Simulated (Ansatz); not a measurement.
# BeI3: the cost of one run

Computed with Ansatz 0.2.0 (DFT PBE, scalar-relativistic, plane waves, PAW, unless a step's input says otherwise).

### Step 1. Starting point

Symmetry: P4/mmm, No. 123, tetragonal system. The conventional cell has a = 5.072 Å, b = 5.072 Å, c = 5.020 Å, α = 90.00°, β = 90.00°, γ = 90.00°. Around Be (site symmetry 4/mmm) lie 12 I at 3.57 to 3.59 Å. Around I (site symmetry mmm) lie 4 Be at 3.57 Å and 8 I at 3.57 to 3.59 Å. I (site symmetry 4/mmm) has 8 I at 3.57 Å and 4 Be at 3.59 Å as nearest neighbours.

As a file:

```cif
data_structure
_symmetry_space_group_name_H-M 'P4/mmm'
_symmetry_Int_Tables_number 123
_cell_length_a 5.0721
_cell_length_b 5.0721
_cell_length_c 5.0199
_cell_angle_alpha 90.000
_cell_angle_beta 90.000
_cell_angle_gamma 90.000
_cell_volume 129.14
loop_
_atom_site_label
_atom_site_type_symbol
_atom_site_symmetry_multiplicity
_atom_site_Wyckoff_symbol
_atom_site_fract_x
_atom_site_fract_y
_atom_site_fract_z
_atom_site_occupancy
Be1 Be 1 a 0.00000 0.00000 0.00000 1
I1 I 2 e 0.00000 0.50000 0.50000 1
I2 I 1 c 0.50000 0.50000 0.00000 1
```

This is candidate A: Cu3Pd type (P4/mmm, No. 123).

(A quick probe on a coarse mesh, which set the mesh and smearing, is not shown.)

### Step 3. Full relaxation (candidate A)

input.yaml reads:

```yaml
crystal:
  lattice:
    - [5.0720674796, 0.0, 0.0]
    - [0.0, 5.0720674796, 0.0]
    - [0.0, 0.0, 5.0199337051]
  atoms:
    - { symbol: Be, position: [0.0, 0.0, 0.0] }
    - { symbol: I, position: [0.0, 0.5, 0.5] }
    - { symbol: I, position: [0.5, 0.0, 0.5] }
    - { symbol: I, position: [0.5, 0.5, 0.0] }
basis:
  ecutwfc: 420
kpoints:
  mp_grid: { grid: [10, 10, 10] }
hamiltonian:
  xc: pbe
scf:
  occupations: { method: gaussian, width: 0.1 }
output:
  forces: true
  stress: true
  eigenvalues: true
relax:
  adjacent_minimum: "off"
  f_tol: 0.01
  max_steps: 80
  cell: { stress_tol: 0.05 }
```

Command:

```sh
> ansatz run input.yaml --threads 1 --pin off --max-ram 2560MiB --backend cpu --events-out ev --progress --plain --runs-dir out
```

What time and memory should one allow on 1 thread of Intel Xeon 6975P-C (Granite Rapids), shared host?

About 3.4 min, with a peak of 0.7 GiB.
